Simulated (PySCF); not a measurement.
# A diatomic session: AgB

The task here is to estimate one member of a computed series from the others.

Computed with PySCF 2.14.0. Level: Ag x2c-TZVPPall, B x2c-TZVPPall, spin-free X2C with a Gaussian nucleus.

The first run:

The job is set up so:

```
atoms                         : Ag, B
charge                        : 0
basis                         : Ag x2c-TZVPPall, B x2c-TZVPPall
Hamiltonian                   : spin-free X2C with a Gaussian nucleus
basis functions               : 110
electrons treated             : 52
masses in u                   : 106.9051, 11.0093
levels                        : PBE0, PBE, r²SCAN, B97-3, MN15, revPBE, PBEsol, CAM-B3LYP, HF, MP2, SCS-MP2, CCSD, CCSD(T)
grid                          : 80 radial by 434 angular points
occupations                   : held fixed by the projection of orbital angular momentum
dissociation limit            : Ag + B, each in its ground configuration
starting distance in angstrom : 2.150
values of 2S to try           : 0, 2, 4
```

Started as:

```console
$ OMP_NUM_THREADS=2 python dia.py task.json out
```

Steps of the session up to this table: Input; PBE0 along the bond; Other states along the same grid; PBE (GGA); r²SCAN (meta-GGA); B97-3 (global hybrid GGA); MN15; revPBE; PBEsol; CAM-B3LYP; RHF (mean field); Adding correlation.

One table of the session follows, with a row left open; its other results are not shown here.

Energy (eV) from each level's lowest point:

```
R (Å)    RHF  RHF-MP2  RHF-SCS-MP2  RHF-CCSD  RHF-CCSD(T)
1.800  1.109    0.192        0.283       n/a          n/a
1.884  0.693    0.044        0.095     0.227        0.155
1.967  0.400    0.000        0.013     0.076        0.034
2.030      ?        ?            ?         ?            ?
2.093  0.134    0.054        0.017     0.000        0.001
2.156  0.060    0.116        0.057     0.008        0.027
2.240  0.007    0.221        0.135     0.052        0.092
2.344  0.000    0.376        0.262     0.142        0.204
2.470  0.052    0.582        0.438     0.283        0.362
2.637  0.190    0.869        0.693       n/a          n/a
```

Estimate the missing values for R (Å) = 2.030.

Worked estimate for «RHF». A straight line through the neighbours (1.967, 0.400) and (2.093, 0.134) gives 0.400 + (0.134 − 0.400) × (2.030 − 1.967) / (2.093 − 1.967) = 0.267; a parabola fitted to 4 rows on both sides gives 0.243.

The run gave: RHF: 0.245; RHF-MP2: 0.013; RHF-SCS-MP2: 0.000; RHF-CCSD: 0.020; RHF-CCSD(T): 0.000. In «RHF» the line misses by +0.022 and the parabola by -0.002.
